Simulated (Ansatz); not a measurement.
# FGaH₂Zn: one species, many methods

The task here is to estimate one member of a computed series from the others.

The runs use Ansatz 0.2.0, Gaussian basis; functionals in def2-TZVPP, the program's frozen cores in correlated methods.

Plan: LDA (SPW92), PBE-D4, revPBE-D4, BLYP-D4, r2SCAN-D4, B97M-V, PBE0-D4, B3LYP-D4, r2SCANh-D4, r2SCAN0-D4, HSE06-D4, BHLYP-D4, CAM-B3LYP-D4, LC-ωPBE, ωB97X-V, ωB97M-V, B2PLYP, PBE-QIDH; CCSD(T)/def2-SVP; CCSD(T)/def2-TZVPP; MP2/def2-QZVPP; extrapolation to the limit; RPA on PBE.

## The relaxed structure

An earlier PBE0-D4 in a triple-zeta def2 set relaxation fixed the geometry.

5 atoms, charge 0, spin multiplicity 1.

Atoms are counted from 1 here; the program's logs count them from 0.

Bond lengths: F1–Ga2 1.776 Å, Ga2–Zn3 2.449 Å, Ga2–H4 1.577 Å, Zn3–H5 1.560 Å. Angles: F1–Ga2–Zn3 112.0°, F1–Ga2–H4 110.0°, Zn3–Ga2–H4 138.0°, Ga2–Zn3–H5 179.4°.

The first run:

File in.yaml:

```yaml
crystal:
  periodic: [false, false, false]
  atoms:
    - {symbol: F, position_ang: [-2.184198, -0.203854, 0.067263]}
    - {symbol: Ga, position_ang: [-0.505705, -0.784339, 0.094299]}
    - {symbol: Zn, position_ang: [1.103598, 1.044828, -0.159009]}
    - {symbol: H, position_ang: [-0.480181, -2.350222, 0.277298]}
    - {symbol: H, position_ang: [2.116386, 2.219787, -0.321251]}
basis:
  gaussian: {orbitals: def2-TZVPP}
hamiltonian: {xc: lda}
output: {orbitals: {seedname: orbitals}}
```

The run is started by

```bash
$ ansatz run in.yaml --threads 2 --pin off --events-out ev --progress --plain --max-ram 4352MiB
```

Steps of the session up to this table: LDA; PBE-D4 (GGA); revPBE-D4 (GGA); BLYP-D4 (GGA); r2SCAN-D4 (meta-GGA); B97M-V (meta-GGA); B3LYP-D4 (hybrid); r2SCANh-D4 (hybrid); r2SCAN0-D4 (hybrid); HSE06-D4 (hybrid); BHLYP-D4 (hybrid); CAM-B3LYP-D4 (range-separated); LC-ωPBE (range-separated); ωB97X-V (range-separated); ωB97M-V (range-separated); B2PLYP (double hybrid); PBE-QIDH (double hybrid).

One of the session's tables, all rows but one given; the rest of the session is left out.

It belongs to the step «Orbital energies across the functionals». 

| functional | HOMO (eV) | LUMO (eV) | gap (eV) |
| --- | --- | --- | --- |
| LDA (SPW92) | -6.25 | -3.25 | 3.00 |
| PBE-D4 | -6.12 | -3.03 | 3.09 |
| revPBE-D4 | -6.07 | -2.93 | 3.14 |
| BLYP-D4 | -6.01 | -2.97 | 3.04 |
| r2SCAN-D4 | ? | ? | ? |
| B97M-V | -6.42 | -3.03 | 3.39 |
| PBE0-D4 | -7.17 | -2.31 | 4.86 |
| B3LYP-D4 | -7.01 | -2.56 | 4.45 |
| r2SCANh-D4 | -6.78 | -2.60 | 4.17 |
| r2SCAN0-D4 | -7.35 | -2.22 | 5.13 |
| HSE06-D4 | -6.78 | -2.67 | 4.10 |
| BHLYP-D4 | -8.12 | -1.64 | 6.49 |
| CAM-B3LYP-D4 | -8.43 | -1.45 | 6.98 |
| LC-ωPBE | -9.70 | -0.34 | 9.37 |
| ωB97X-V | -9.36 | -0.46 | 8.90 |
| ωB97M-V | -9.19 | -0.66 | 8.53 |

Estimate the missing values for r2SCAN-D4.

Worked estimate for «HOMO (eV)». Against the share of exact exchange, r2SCANh-D4 (0.1, -6.78), r2SCAN0-D4 (0.25, -7.35) give a slope of -3.80 per unit share; at 0 the line stands at -6.40.

As computed: HOMO (eV): -6.39; LUMO (eV): -2.86; gap (eV): 3.53. In «HOMO (eV)» the line misses by -0.01.
